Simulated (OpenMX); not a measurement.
Wanted: the native input for an OpenMX 3.8.5 run.

* Task: single point
* Functional: PBE
* Potentials or basis: OpenMX 2013 PBE set, Nb7.0-s3p2d2, grid cutoff 400 Ry
* k mesh: 11 × 11 × 1
* Occupations: fermi-dirac, width 0.05 eV
* Spin: no spin polarisation
* Empty atoms: 2
* Empty atom basis: H7.0-s2p1
* Empty atom height: 2.2 Å
* Mixing scheme: rmm-diisk
* SCF threshold: 1e-08 Ha
* Solver: band
* Max SCF cycles: 100

The system is Nb, a slab with vacuum.

```
Nb
1.0
     2.88205    0.00000    0.00000
    -0.96068    2.71722    0.00000
     0.00000    0.00000   24.41272
Nb
5
Direct
  0.50000 0.50000 0.30722
  0.00000 0.00000 0.40361
  0.50000 0.50000 0.50000
  0.00000 0.00000 0.59639
  0.50000 0.50000 0.69278
```

The slab is cut from a database's or a generator's crystal, which needn't be the stable form of the element.

The cell isn't the ideal one: the (1 1 0) slab of Nb, cut from the database cell, not relaxed.

The input as run:

Nb.dat

```
System.CurrrentDirectory             ./
System.Name                          Nb
DATA.PATH                            ./DFT_DATA13
level.of.stdout                      1
level.of.fileout                     1
Species.Number                       2
<Definition.of.Atomic.Species
  Nb  Nb7.0-s3p2d2           Nb_PBE13
  E   H7.0-s2p1              E
Definition.of.Atomic.Species>

Atoms.Number                         7
Atoms.SpeciesAndCoordinates.Unit     FRAC
<Atoms.SpeciesAndCoordinates
    1  Nb    0.5000000000    0.5000000000    0.3072168604   6.500  6.500
    2  Nb    0.0000000000    0.0000000000    0.4036084302   6.500  6.500
    3  Nb    0.5000000000    0.5000000000    0.5000000000   6.500  6.500
    4  Nb    0.0000000000    0.0000000000    0.5963915698   6.500  6.500
    5  Nb    0.5000000000    0.5000000000    0.6927831396   6.500  6.500
    6  E     0.5000000000    0.5000000000    0.7829000853   0.000  0.000
    7  E     0.5000000000    0.5000000000    0.2170999147   0.000  0.000
Atoms.SpeciesAndCoordinates>

Atoms.UnitVectors.Unit               Ang
<Atoms.UnitVectors
     2.8820459413    0.0000000000   -0.0000000000
    -0.9606819804    2.7172189717    0.0000000000
     0.0000000000    0.0000000000   24.4127226284
Atoms.UnitVectors>

scf.XcType                           GGA-PBE
scf.SpinPolarization                 off
scf.ElectronicTemperature            580.226
scf.energycutoff                     400.0
scf.maxIter                          100
scf.EigenvalueSolver                 band
scf.Kgrid                            11 11 1
scf.Mixing.Type                      rmm-diisk
scf.Init.Mixing.Weight               0.05
scf.Min.Mixing.Weight                0.001
scf.Max.Mixing.Weight                0.3
scf.Mixing.History                   25
scf.Mixing.StartPulay                8
scf.criterion                        1.0e-8
MD.Type                              nomd
```

Potentials or basis: OpenMX 2013 PBE set, Nb7.0-s3p2d2, grid cutoff 400 Ry.

Run with:

```console
$ openmx Nb.dat -nt 1 > Nb.std
```

It gave:

* Largest force: 0.471 eV/Å
* Band gap on the k mesh: none (metal or under the smearing width)
* Work function: 4.35 eV

Caveat: the basis of atomic orbitals isn't converged, which shifts pressures, moduli and gaps.

Wall time 6.7 min on 1 thread of Arm Neoverse N1, with other jobs on the host, peak memory 1.5 GiB.
